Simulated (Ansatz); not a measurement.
# BSb2As3: from a guess to a relaxed structure

The task: take a trial cell of BSb2As3 to zero force and stress.

Program: Ansatz 0.2.0. Level of theory: DFT PBE, scalar-relativistic, plane waves, PAW. These are calculated values, not measurements.

## 1. Starting point

The structure is hexagonal, space group P6/mmm (No. 191). The conventional cell has a = 4.805 Å, b = 4.805 Å, c = 7.427 Å, α = 90.00°, β = 90.00°, γ = 120.00°. Around B (site symmetry 6/mmm) lie 2 Sb at 2.09 Å and 6 As at 2.40 Å. Sb (site symmetry 6mm) is surrounded by 1 B at 2.09 Å. As (site symmetry mmm) has 4 As at 2.40 Å and 2 B at 2.40 Å as nearest neighbours.

As a file:

```cif
data_structure
_symmetry_space_group_name_H-M 'P 1'
_symmetry_Int_Tables_number 1
_cell_length_a 4.8046
_cell_length_b 4.8046
_cell_length_c 7.4267
_cell_angle_alpha 90.000
_cell_angle_beta 90.000
_cell_angle_gamma 120.000
_cell_volume 148.47
loop_
_atom_site_label
_atom_site_type_symbol
_atom_site_fract_x
_atom_site_fract_y
_atom_site_fract_z
_atom_site_occupancy
B1 B 0.00000 0.00000 0.50000 1
Sb1 Sb 0.00000 0.00000 0.21792 1
Sb2 Sb 0.00000 0.00000 0.78208 1
As1 As 0.50000 0.00000 0.50000 1
As2 As 0.00000 0.50000 0.50000 1
As3 As 0.50000 0.50000 0.50000 1
```

The cell is invented: random cell by space group and Wyckoff sites (P6/mmm, No. 191). Its size is a rough estimate.

## 2. The guess as it stands, on a coarse mesh

Contents of input.yaml:

```yaml
crystal:
  lattice:
    - [4.80462393, 0.0, 0.0]
    - [-2.40231196, 4.16092638, 0.0]
    - [0.0, 0.0, 7.42667187]
  atoms:
    - { symbol: B, position: [0.0, 0.0, 0.5] }
    - { symbol: Sb, position: [0.0, 0.0, 0.21791783] }
    - { symbol: Sb, position: [0.0, 0.0, 0.78208217] }
    - { symbol: As, position: [0.5, 0.0, 0.5] }
    - { symbol: As, position: [0.0, 0.5, 0.5] }
    - { symbol: As, position: [0.5, 0.5, 0.5] }
basis:
  ecutwfc: 420
kpoints:
  mp_grid: { grid: [6, 6, 4] }
hamiltonian:
  xc: pbe
scf:
  occupations: { method: gaussian, width: 0.1 }
  lower_state_search: "off"
output:
  forces: true
  stress: true
  eigenvalues: true
```

The run is started by

```bash
> ansatz run input.yaml --threads 1 --pin off --max-ram 2560MiB --backend cpu --events-out ev --progress --plain --runs-dir out
```

Further runs follow: coarse relaxation; full relaxation.

**Question.** What will these runs give? Wanted: conventional cell; volume; energy over the elements; gap on the mesh.

The runs gave:

| quantity | value |
| --- | --- |
| symmetry at the end (tolerance 0.05 Å) | space group P6/mmm (No. 191) |
| conventional cell | a = 5.512 Å, b = 5.512 Å, c = 8.430 Å, α = 90.00°, β = 90.00°, γ = 120.00° |
| volume | 36.97 Å³/atom |
| energy over the elements | +0.94 eV/atom |
| gap on the mesh | none (metal) |

In words: The space group P6/mmm (No. 191) is kept, and the volume per atom grows by 49.4 % from the first guess. With a positive formation energy it can't be a ground state. No finished test with a distortion of lower symmetry is shown, so the end may be a saddle point. The runs treat Sb without spin-orbit coupling.
